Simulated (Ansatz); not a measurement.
# ClH₅OSi₂: basis-set convergence

An exercise on one series of results from a longer session: the logs are not shown, and one member is left open.

Computed with Ansatz 0.2.0, Gaussian basis. Level: one geometry, several basis sets.

The runs, in order: PBE0-D4/def2-SVP; ωB97M-V/def2-SVP; PBE0-D4/def2-QZVPP; ωB97M-V/def2-QZVPP; CCSD(T)/cc-pV(D+d)Z; CCSD(T)/cc-pV(T+d)Z; CCSD(T)/cc-pV(Q+d)Z; the functionals' def2-TZVPP values are taken from earlier runs.

**Structure used throughout**

An earlier PBE0-D4 in a triple-zeta def2 set relaxation fixed the geometry.

SMILES `O[SiH]([SiH3])Cl`, 9 atoms, charge 0, spin multiplicity 1.

Atoms are counted from 1 here; the program's logs count them from 0.

Bond lengths: O1–Si2 1.639 Å, O1–H5 0.959 Å, Si2–Si3 2.335 Å, Si2–Cl4 2.068 Å, Si2–H6 1.486 Å, Si3–H7 1.487 Å, Si3–H8 1.485 Å, Si3–H9 1.487 Å. Angles: Si2–O1–H5 118.4°, O1–Si2–Si3 107.4°, O1–Si2–Cl4 110.6°, O1–Si2–H6 111.0°, Si3–Si2–Cl4 108.6°, Si3–Si2–H6 114.5°, Cl4–Si2–H6 104.7°, Si2–Si3–H7 110.4°, Si2–Si3–H8 109.5°, Si2–Si3–H9 108.6°, H7–Si3–H8 109.7°, H7–Si3–H9 109.1°, H8–Si3–H9 109.5°.

Geometry (Å):

```xyz
9
charge 0, multiplicity 1
O     0.5169    0.9421   -1.6063
Si   -0.2656    0.7998   -0.1732
Si    0.3519   -1.2502    0.7593
Cl   -2.3134    0.8058   -0.4590
H     0.3740    1.7350   -2.1268
H    -0.0029    1.9758    0.6971
H     1.8199   -1.2918    0.9925
H    -0.0397   -2.3504   -0.1587
H    -0.3527   -1.4123    2.0582
```

Set-up of the first run:

File in.yaml:

```yaml
crystal:
  periodic: [false, false, false]
  atoms:
    - {symbol: O, position_ang: [0.516926, 0.942062, -1.606350]}
    - {symbol: Si, position_ang: [-0.265634, 0.799784, -0.173182]}
    - {symbol: Si, position_ang: [0.351899, -1.250228, 0.759305]}
    - {symbol: Cl, position_ang: [-2.313364, 0.805769, -0.459027]}
    - {symbol: H, position_ang: [0.374027, 1.735029, -2.126848]}
    - {symbol: H, position_ang: [-0.002934, 1.975785, 0.697069]}
    - {symbol: H, position_ang: [1.819895, -1.291757, 0.992457]}
    - {symbol: H, position_ang: [-0.039653, -2.350404, -0.158748]}
    - {symbol: H, position_ang: [-0.352662, -1.412341, 2.058223]}
basis:
  gaussian: {orbitals: def2-SVP}
hamiltonian: {xc: pbe0, dispersion: d4}
output: {orbitals: {seedname: orbitals}}
```

Launch:

```bash
$ ansatz run in.yaml --threads 2 --pin off --events-out ev --progress --plain --max-ram 32768MiB --backend cpu
```

Steps of the session up to this table: PBE0-D4 in def2-SVP; ωB97M-V in def2-SVP; PBE0-D4 in def2-QZVPP; ωB97M-V in def2-QZVPP.

One table of the session follows, with a row left open; its other results are not shown here.

It belongs to the step «Density functionals: the series». 

| functional | basis | HOMO (eV) | LUMO (eV) |
| --- | --- | --- | --- |
| PBE0-D4 | def2-SVP | ? | ? |
| PBE0-D4 | def2-TZVPP | -8.14 | -0.35 |
| PBE0-D4 | def2-QZVPP | -8.17 | -0.49 |
| ωB97M-V | def2-SVP | -10.08 | 1.93 |
| ωB97M-V | def2-TZVPP | -10.21 | 1.35 |
| ωB97M-V | def2-QZVPP | -10.24 | 1.01 |

Estimate the missing values for PBE0-D4, def2-SVP.

The run gave: HOMO (eV): -8.05; LUMO (eV): 0.05. In the column «HOMO (eV)» it is the highest.
